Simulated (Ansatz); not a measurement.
# Li: the cost of one run

Computed with Ansatz 0.2.0 through its Python package. Level of theory: DFT PBEsol, plane waves, PAW.

## 1. Starting point

The structure is hexagonal, space group P6_3/mmc (No. 194). The conventional cell has a = 3.034 Å, b = 3.034 Å, c = 10.216 Å, α = 90.00°, β = 90.00°, γ = 120.00°. Li (site symmetry -3m) has 12 Li at 3.03 to 3.10 Å as nearest neighbours. Li (site symmetry -6m2) is surrounded by 12 Li at 3.03 to 3.10 Å.

No structure file is read: the coordinates are typed or built in the script.

## 2. Script

Contents of run_relax.py:

```python
"""Relax the ions of Li at fixed cell."""

import ansatz as az
from ase import Atoms
from ase.io import write
import matplotlib.pyplot as plt
import numpy as np


def main() -> None:
    li = (
        az.Lattice.from_parameters(3.034386, 3.034386, 10.216208, alpha=90, beta=90, gamma=120)
        .space_group(194)
        .atom("Li", (0.0, 0.0, 0.0))
        .atom("Li", (1 / 3, 2 / 3, 0.25))
    )

    setup = (
        li.calculation()
        .functional(az.Functional.PBESOL)
        .kpoints(7, 7, 2)
        .occupations("Marzari-Vanderbilt")
        .scf(tolerance=1e-08)
        .relax(random_displacement=True, displacement_amplitude=0.05, displacement_seed=665)
    )
    steps = []


    def collect(event):
        if event["event"] == "relax_step":
            steps.append(event["data"])


    done = setup.session().plan().execute(on_event=collect)
    data = done.report
    print("step   energy (eV)     max comp. (eV/A)  SCF")
    for s in steps:
        print(f"{s['step']:4d} {s['lagrangian_ev']:15.5f} {s['allowed_force_max_ev_ang']:12.4f} {s['n_scf']:5d}")

    first, last = steps[0], steps[-1]
    symbols = [site.symbol for site in done.lattice.sites]
    print(f"energy gained {first['lagrangian_ev'] - last['lagrangian_ev']:.4f} eV in {len(steps) - 1} steps")

    fig, (top, bottom) = plt.subplots(2, 1, sharex=True, figsize=(4.5, 4))
    top.plot([s["lagrangian_ev"] - last["lagrangian_ev"] for s in steps], "o-")
    top.set_ylabel("E - E(final) (eV)")
    bottom.semilogy([max(s["allowed_force_max_ev_ang"], 1e-6) for s in steps], "s-")
    bottom.set(xlabel="step", ylabel="largest force (eV/A)")
    fig.tight_layout()
    fig.savefig("relax.png", dpi=100)

    print("relaxed fractional positions")
    for site in done.lattice.sites:
        print(f"  {site.symbol:2s}", " ".join(f"{v % 1:8.5f}" for v in np.round(site.position_frac, 5)))

    relaxed = Atoms(symbols, positions=[site.position_ang for site in done.lattice.sites], cell=done.lattice.cell_ang, pbc=True)
    write("relaxed.vasp", relaxed, format="vasp")

    moved = np.linalg.norm(np.array(last["positions_ang"]) - np.array(first["positions_ang"]), axis=1)
    print("displacement by atom (A):", " ".join(f"{s}:{d:.3f}" for s, d in zip(symbols, moved)))

    energy = data["free_energy_ev"]
    print("F of the Li cell: {:.6f} eV = {:.6f} Ry = {:.6f} Ha".format(energy, energy / 13.605693, energy / 27.211386))
    print("Fermi level {:.4f} eV, {} k-points, {} symmetry operations".format(data["fermi_energy_ev"], data["n_kpoints"], data["n_symmetry_ops"]))


if __name__ == "__main__":
    main()
```

## 3. The input behind the calls

The engine receives this input:

```yaml
crystal:
  lattice:
    a: 3.034386
    b: 3.034386
    c: 10.216208
    alpha: 90.0
    beta: 90.0
    gamma: 120.0
  space_group: 194
  atoms:
    - { symbol: Li, position: [0.0, 0.0, 0.0] }
    - { symbol: Li, position: [0.3333333333333333, 0.6666666666666666, 0.25] }
kpoints:
  mp_grid:
    grid: [7, 7, 2]
hamiltonian:
  xc: pbesol
scf:
  convergence:
    dr2_threshold: 1.0e-08
  occupations:
    method: cold
relax:
  random_displacement:
    amplitude: 0.05
    seed: 665
```

## 4. Running it

Command:

```console
$ python run_relax.py
```

**Question.** How long does this script take on 1 thread of Arm Neoverse V1, shared host, and how much memory does it need?

About 13 s, with a peak of 0.49 GiB.
